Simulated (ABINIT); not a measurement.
Crystal: TiPd.

```
CELL_PARAMETERS angstrom
2.81471 0.00000 0.00000
0.00000 2.81471 0.00000
0.00000 0.00000 3.86576
ATOMIC_POSITIONS crystal
Pd 0.50000 0.50000 0.50000
Ti 0.00000 0.00000 0.00000
```

The cell comes from a database or a generator and needn't be the stable form of this composition.

| Quantity | Value |
| --- | --- |
| Program | ABINIT 10.8.3 (patched build) |
| Task | relaxation of cell and atoms |
| Functional | PW91 |
| Potentials or basis | JTH PAW PBE v2.0 |
| Cutoff | 707 eV |
| k mesh | 7 × 7 × 6 |
| Occupations | fermi-dirac, width 0.05 eV |
| Spin | no spin polarisation |

At the start: pressure 3.2 GPa; volume 15.31 Å³/atom.

Question: How do energy, volume and symmetry change on relaxing?

Answer: Over 5 steps the energy falls by 3.6 meV/atom and the volume is 15.63 Å³/atom (+2.1 %); space group P4/mmm (No. 123, to 0.05 Å).

Step by step:
```csv
step,energy change (eV),largest force (eV/Å),pressure (GPa),volume (Å³)
1,0.0000,0.0000,3.18,30.63
2,-0.0046,0.0000,1.59,30.93
3,-0.0067,0.0000,-0.04,31.25
4,-0.0069,0.0000,-0.15,31.28
5,-0.0072,0.0000,-0.04,31.26
```

Final structure:
```cif
data_structure
_symmetry_space_group_name_H-M 'P 1'
_symmetry_Int_Tables_number 1
_cell_length_a 2.8469
_cell_length_b 2.8469
_cell_length_c 3.8575
_cell_angle_alpha 90.000
_cell_angle_beta 90.000
_cell_angle_gamma 90.000
_cell_volume 31.26
loop_
_atom_site_label
_atom_site_type_symbol
_atom_site_fract_x
_atom_site_fract_y
_atom_site_fract_z
_atom_site_occupancy
Pd1 Pd 0.50000 0.50000 0.50000 1
Ti1 Ti 0.00000 0.00000 0.00000 1
```

Caveat: the PAW data sets were made with another functional, which shifts forces and pressure a little.
